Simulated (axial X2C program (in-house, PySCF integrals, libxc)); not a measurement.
# A two-component session on TeSi⁺: EOM-IP-CCSD levels

Aim: EOM-IP-CCSD levels of TeSi⁺, with spin–orbit coupling in the Hamiltonian from the start.

Computed with an in-house X2C program for linear molecules on PySCF integrals. Level: two-component X2C with atomic mean-field terms, Te dyall-cv3z, Si dyall-v3z.

All values are calculated.

## 1. Input

task.json

```json
{
 "zs": [
  52,
  14
 ],
 "q": 1,
 "bas": [
  "dyall-cv3z",
  "dyall-v3z"
 ],
 "r0": 2.35,
 "eom": "ip",
 "rq": 0,
 "thr": -2.0,
 "nmax": 95,
 "grid": [
  1,
  0.96,
  1.045,
  0.92,
  1.09,
  1.15
 ]
}
```

Keys: zs atomic numbers; q charge; bas basis sets; r0 starting distance in Å; eom kind of EOM run; thr threshold in hartree for freezing inner shells (an s shell follows its p shell); nmax most natural virtual spinors; grid distances as factors.

Command:

```bash
> python soeom.py task.json out
```

After this run come: EOM-IP-CCSD at 2.277 Å.

What does the calculation give? Wanted: next root led by one particle; T1 of the reference.

The runs gave:

| quantity | value |
| --- | --- |
| lowest root at 2.277 Å | Ω = 3/2, 9.234 eV |
| next root led by one particle | Ω = 1/2, about 1100 cm⁻¹ higher |
| T1 of the reference | 0.016 |

What this shows: Removing an electron from the reference determinant of TeSi costs 9.23 eV and empties a spinor of 68% Te pπ, 26% Si pπ. Errors of 0.1 to 0.3 eV are usual at this size, and roots led by higher excitations are left out, so the list is incomplete, and low states of that kind can be missing.
